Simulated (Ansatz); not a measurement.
Cl2FY, SMILES [F][Y]([Cl])[Cl], vertical spin-state energies

Program: Ansatz 0.2.0 through its Python package.

Notebook, run cell by cell (the value of a cell's last expression is shown):

```python
import warnings

import ansatz as az
```

```python
BASIS_SET = "def2-SVP"
XC = "pbe0"
```

```python
GEOMETRY = """
F     1.05200    1.40970    1.29830
Y    -0.14030   -0.07040    0.07930
Cl    0.93670   -2.85660    0.32180
Cl   -1.79280    1.45690   -1.71960
"""
```

```python
warnings.simplefilter("ignore", az.DeckWarning)
```

```python
system = az.Crystal.molecule()
for line in GEOMETRY.strip().splitlines():
    symbol, *xyz = line.split()
    system = system.atom(symbol, [float(v) for v in xyz])

job = (
    system.calculation()
    .basis(gaussian=BASIS_SET)
    .functional(XC)
)
found = {}
for unpaired in [0, 2, 4]:
    data = job.spin("collinear", total=unpaired).run(threads=1).report
    s = unpaired / 2
    found[unpaired] = data["free_energy_ev"]
    print(f"2S+1 = {unpaired + 1}: E = {found[unpaired]:.5f} eV, <S^2> = {abs(data['mean_field']['state']['spin_squared']):.3f} (pure state {s * (s + 1):.2f})")
lowest = min(found, key=found.get)
for unpaired, e in found.items():
    print(f"multiplicity {unpaired + 1}: {23.060548 * (e - found[lowest]):.1f} kcal/mol above the lowest")
```

    2S+1 = 1: E = -28788.46519 eV, <S^2> = 0.000 (pure state 0.00)
    2S+1 = 3: E = -28785.20533 eV, <S^2> = 2.005 (pure state 2.00)
    2S+1 = 5: E = -28779.90476 eV, <S^2> = 6.008 (pure state 6.00)
    multiplicity 1: 0.0 kcal/mol above the lowest
    multiplicity 3: 75.2 kcal/mol above the lowest
    multiplicity 5: 197.4 kcal/mol above the lowest

In order: multiplicity 1 (+0.00 eV), multiplicity 3 (+3.26 eV) and multiplicity 5 (+8.56 eV), all at the one geometry.

Notes:
- Total energies depend on the basis set; only differences at equal settings carry meaning.
- The geometry is a force-field or estimated start, not a minimum of this method, and the basis set is short of its limit. All parts are taken at fixed geometry, without zero-point energy.
- def2 sets replace the cores of elements past krypton by effective core potentials.
- Spin-orbit coupling, which mixes and shifts the spin states of heavy atoms, is left out.
- Hardware and time: 100 s on 1 thread of Arm Neoverse V1, with other jobs on the host, peak memory 0.32 GiB.
